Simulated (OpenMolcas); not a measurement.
**Lu²⁺ among point charges: CASSCF levels and susceptibility**

Aim: the splitting of the states of Lu²⁺ in the field of 4 point charges, its lowest levels with spin-orbit coupling and its magnetic susceptibility.

Method: state-averaged CASSCF, spin-orbit coupling by RASSI with atomic mean-field integrals. Code: OpenMolcas 26.06.

1 further run of the same task is left out (it didn't finish).

**1. Starting point**

```
Species                           : Lu²⁺ (lutetium, Z = 71, 69 electrons)
Basis                             : ANO-RCC-VDZP [7s6p4d2f1g], 68 functions
Scalar Hamiltonian                : DKH2, point nucleus
Inactive shells                   : 1s 2s 2p 3s 3p 3d 4s 4p 4d 4f 5s 5p
Active space                      : 1 electron in 5 orbitals (5d)
Some configurations of this space : 5d
Orbitals                          : optimised for each spin and parity, averaged over all roots
```

Outer shells as boxes (Hund's rule):

5d
```
5d [↑ ][  ][  ][  ][  ]
```

The ion sits among 4 point charges of -2.5 e arranged as a square (D4h), 2.23 Å from the ion. The active orbitals were held to one l.

Each step is its own input file, run in one work folder so that later steps find the files of earlier ones. Labels, J, g values, rates, χT and fits are worked out afterwards by a script from the matrices that RASSI stores. The input lists half of the charges; inversion (Group=XYZ) makes the rest.

**2. Basis and integrals**

Input file a.inp:

```
&GATEWAY
Coord
1

Lu 0.0 0.0 0.0
Basis=ANO-RCC-VDZP
Group=XYZ
NoMove
AngMom=0.0 0.0 0.0
AMFI
XField
2 Angstrom 0
2.230000 0.000000 0.000000 -2.500000
0.000000 2.230000 0.000000 -2.500000
&SEWARD
```

The run is started by

```
$ OMP_NUM_THREADS=1 MOLCAS_MEM=1689 MOLCAS_PROJECT=a pymolcas a.inp > a.log
```

**3. Reference wave functions, doublets of even parity, 5 roots**

Input file a.inp:

```
&RASSCF
FileOrb=start.orb
Symmetry=1
Spin=2
nActEl=1 0 0
Inactive=15 19
Ras2=5 0
CIRoot=5 5 1
SDav=5
CIMx=300
Iter=120 100
PrWF=0.3
OrbListing=Nothing
MaxOrb=0
SupSym
1
20 4 5 6 7 8 10 11 12 13 14 16 17 18 19 20 23 24 25 26 27
0
>>> COPY $Project.JobIph JOB001
```

start.orb holds the contracted functions of the basis, ordered by shell, or the orbitals of the step before.

**4. RASSI: spin-orbit coupling between the states**

Input file a.inp:

```
&RASSI
NrOfJobIphs=1 5
1 2 3 4 5
IphNames
JOB001
EJob
SpinOrbit
DIPRint=1.0
SOCoupling=1000.0
Subsets=2
Property=9
'ANGMOM' 1 'ANGMOM' 2 'ANGMOM' 3 'MLTPL  1' 1 'MLTPL  1' 2 'MLTPL  1' 3
'AMFI' 1 'AMFI' 2 'AMFI' 3
SOProperty=3
'ANGMOM' 1 'ANGMOM' 2 'ANGMOM' 3
```

Before running it: what results should come out? Wanted: spin-free ground state; first state of the same spin within the active space; lowest level; next level.

As calculated:

```
                                            quantity                              value
                                              method                             CASSCF
                              spin-free ground state     2E, 2-fold in its orbital part
first state of the same spin within the active space                   2A1 at 7780 cm⁻¹
                                        lowest level  2-fold E1/2, g = 0.02, 0.44, 0.44
                                          next level                         614.5 cm⁻¹
                                         χT at 300 K                     0.17 cm³ K/mol
                           effective moment at 300 K                            1.16 μB
```

**Reading.** The spin-free ground state (2E) comes to 100 % from free-ion D terms and keeps the highest spin of the shell. χT at 300 K is 0.17, against 0.38 cm³ K/mol for the spin alone, so orbital moment lowers it. The free ion's ground configuration, as NIST lists it, lies outside this active space, so the lowest level here need not be the ground level. The field of point charges can differ much from that of real complexes. Point charges carry no covalency, so the field is a model and not that of real ligands.
